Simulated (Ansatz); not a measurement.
# CH4ClFOSn: basis-set convergence

An exercise on one series of results from a longer session: the logs are not shown, and one member is left open.

Computed with Ansatz 0.2.0, Gaussian basis. Level: one geometry, several basis sets.

Plan: PBE0-D4/def2-SVP; ωB97M-V/def2-SVP; PBE0-D4/def2-QZVPP; ωB97M-V/def2-QZVPP; the functionals' def2-TZVPP values are taken from earlier runs.

### The relaxed structure

All runs share one geometry, relaxed beforehand with PBE0-D4 in a triple-zeta def2 set. Sn takes the def2 core potential; no spin-orbit term is included.

SMILES `[CH3][Sn]([OH])([F])[Cl]`, 9 atoms, charge 0, spin multiplicity 1.

Atoms are counted from 1 here; the program's logs count them from 0.

Bond lengths: C1–Sn2 2.106 Å, C1–H6 1.089 Å, C1–H7 1.089 Å, C1–H8 1.089 Å, Sn2–O3 1.940 Å, Sn2–F4 1.914 Å, Sn2–Cl5 2.313 Å, O3–H9 0.961 Å. Angles: Sn2–C1–H6 109.1°, Sn2–C1–H7 108.5°, Sn2–C1–H8 108.4°, H6–C1–H7 110.3°, H6–C1–H8 110.3°, H7–C1–H8 110.3°, C1–Sn2–O3 111.9°, C1–Sn2–F4 110.8°, C1–Sn2–Cl5 115.5°, O3–Sn2–F4 105.9°, O3–Sn2–Cl5 108.6°, F4–Sn2–Cl5 103.4°, Sn2–O3–H9 113.8°.

Set-up of the first run:

in.yaml

```yaml
crystal:
  periodic: [false, false, false]
  atoms:
    - {symbol: C, position_ang: [-1.481627, 0.001175, -0.285121]}
    - {symbol: Sn, position_ang: [0.614120, 0.111453, -0.108862]}
    - {symbol: O, position_ang: [1.263606, -0.874023, 1.430429]}
    - {symbol: F, position_ang: [1.465627, -0.674298, -1.632581]}
    - {symbol: Cl, position_ang: [1.497847, 2.248378, -0.042747]}
    - {symbol: H, position_ang: [-1.921608, 0.911445, 0.118326]}
    - {symbol: H, position_ang: [-1.733732, -0.104556, -1.339031]}
    - {symbol: H, position_ang: [-1.827700, -0.866229, 0.275312]}
    - {symbol: H, position_ang: [2.211967, -0.799646, 1.567075]}
basis:
  gaussian: {orbitals: def2-SVP}
hamiltonian: {xc: pbe0, dispersion: d4}
output: {orbitals: {seedname: orbitals}}
```

Steps of the session up to this table: PBE0-D4 in def2-SVP; ωB97M-V in def2-SVP; PBE0-D4 in def2-QZVPP; ωB97M-V in def2-QZVPP.

One of the session's tables, all rows but one given; the rest of the session is left out.

It belongs to the step «Functionals by basis». 

```
functional       basis  HOMO (eV)
   PBE0-D4    def2-SVP          ?
   PBE0-D4  def2-TZVPP      -9.15
   PBE0-D4  def2-QZVPP      -9.17
   ωB97M-V    def2-SVP     -11.20
   ωB97M-V  def2-TZVPP     -11.43
   ωB97M-V  def2-QZVPP     -11.46
```

Q: Estimate the row for PBE0-D4, def2-SVP from the others.

**Answer.** HOMO (eV): -8.93. In the column «HOMO (eV)» it is the highest.
